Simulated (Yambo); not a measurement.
Input of a Yambo 5.3.0 run:

Contents of bse4.in:

```
optics
bse
bss
rim_cut
RandQpts= 1000000
RandGvec= 50 RL
BSKmod= "HARTREE"
BSEmod= "retarded"
BSSmod= "h"
% BSEQptR
 1 | 1 |
%
% BSEBands
 6 | 11 |
%
BSENGexx= 20 Ry
% BEnRange
 0 | 20 | eV
%
% BDmRange
 0.1 | 0.1 | eV
%
BEnSteps= 200
% BLongDir
 1 | 0 | 0 |
%
BSEprop= "abs"
BSHayTrs= -0.02
```

Contents of scf.in:

```
&CONTROL
  calculation = 'scf'
  prefix = 'pwscf'
  outdir = './tmp'
  pseudo_dir = './pseudo'
/
&SYSTEM
  ibrav = 0
  nat = 2
  ntyp = 2
  ecutwfc = 84
  nbnd = 14
  occupations = 'smearing'
  smearing = 'fd'
  degauss = 0.00367493
  force_symmorphic = .true.
/
&ELECTRONS
  conv_thr = 4d-10
  electron_maxstep = 120
  mixing_beta = 0.5
/
ATOMIC_SPECIES
Mg    24.3050 Mg.upf
O     15.9990 O.upf
CELL_PARAMETERS angstrom
   0.0000000000    2.0970013927    2.0970013927
   2.0970013927    0.0000000000    2.0970013927
   2.0970013927    2.0970013927    0.0000000000
ATOMIC_POSITIONS crystal
Mg     0.0000000000    0.0000000000    0.0000000000
O      0.5000000000    0.5000000000    0.5000000000
K_POINTS automatic
12 12 12 0 0 0
```

File nscf.in:

```
&CONTROL
  calculation = 'nscf'
  prefix = 'pwscf'
  outdir = './tmp'
  pseudo_dir = './pseudo'
/
&SYSTEM
  ibrav = 0
  nat = 2
  ntyp = 2
  ecutwfc = 84
  nbnd = 38
  occupations = 'fixed'
  force_symmorphic = .true.
/
&ELECTRONS
  conv_thr = 1d-08
  diago_full_acc = .true.
  diago_thr_init = 1d-06
/
ATOMIC_SPECIES
Mg    24.3050 Mg.upf
O     15.9990 O.upf
CELL_PARAMETERS angstrom
   0.0000000000    2.0970013927    2.0970013927
   2.0970013927    0.0000000000    2.0970013927
   2.0970013927    2.0970013927    0.0000000000
ATOMIC_POSITIONS crystal
Mg     0.0000000000    0.0000000000    0.0000000000
O      0.5000000000    0.5000000000    0.5000000000
K_POINTS automatic
12 12 12 0 0 0
```

Potentials or basis: PseudoDojo 0.4.1 SR PBEsol standard.

The run is started by

```console
$ OMP_NUM_THREADS=1 pw.x -in scf.in > scf.out
$ OMP_NUM_THREADS=1 pw.x -in nscf.in > nscf.out
$ cd tmp/pwscf.save; p2y; mv SAVE ../..; cd ../..
$ OMP_NUM_THREADS=1 yambo
$ OMP_NUM_THREADS=1 yambo -F bse4.in -J bse4 -C bse4_out
```

Q: What does it give for the band gap on the k mesh, mean-field level?

A: 4.79 eV, direct.

Dielectric function (along the field direction of the input):
```csv
energy (eV),real part,imaginary part
0.30,2.82,0.00
0.80,2.83,0.00
1.31,2.85,0.01
1.81,2.88,0.01
2.31,2.93,0.01
2.81,2.99,0.01
3.32,3.07,0.02
3.82,3.18,0.03
4.32,3.35,0.05
4.82,3.54,0.22
5.33,3.64,0.87
5.83,3.83,0.54
6.33,4.31,1.24
6.83,3.92,0.47
7.34,4.04,1.37
7.84,4.09,0.71
8.34,4.84,2.49
8.84,4.79,3.18
9.35,2.94,2.20
9.85,2.95,3.19
10.35,4.06,2.68
10.85,2.08,4.90
11.36,1.84,5.72
11.86,-0.75,4.03
12.36,0.70,2.32
12.86,0.19,2.79
13.37,-0.40,1.70
13.87,0.73,1.70
14.37,1.17,1.90
14.87,0.66,3.03
15.38,1.32,3.09
15.88,-0.27,3.06
16.38,-0.20,3.20
16.88,-1.55,3.18
17.39,-2.14,1.22
17.89,-1.74,0.99
18.39,-1.06,0.51
18.89,-0.99,0.36
19.40,-0.65,0.09
20.00,-0.38,0.10
```

Caveat: spectra need much finer meshes, so this one isn't converged.

**What was measured.**

“Electronic structure of alkaline earth and post-transition metal oxides”, 2009, arxiv:0908.1581 quotes, for a bulk crystal of MgO: band gap 7.83 eV.

Against the measured gap of MgO, 7.83 eV (quoted in “Electronic structure of alkaline earth and post-transition metal oxides”, 2009, arxiv:0908.1581), the calculated 4.79 eV is off by -3.04 eV. The value is that of PBEsol on a finite k mesh, which can miss the band edges, without temperature or zero-point motion. Semilocal functionals fall short of measured gaps as a rule. The cell is a database's relaxed one, not the measured one, which moves gaps too.
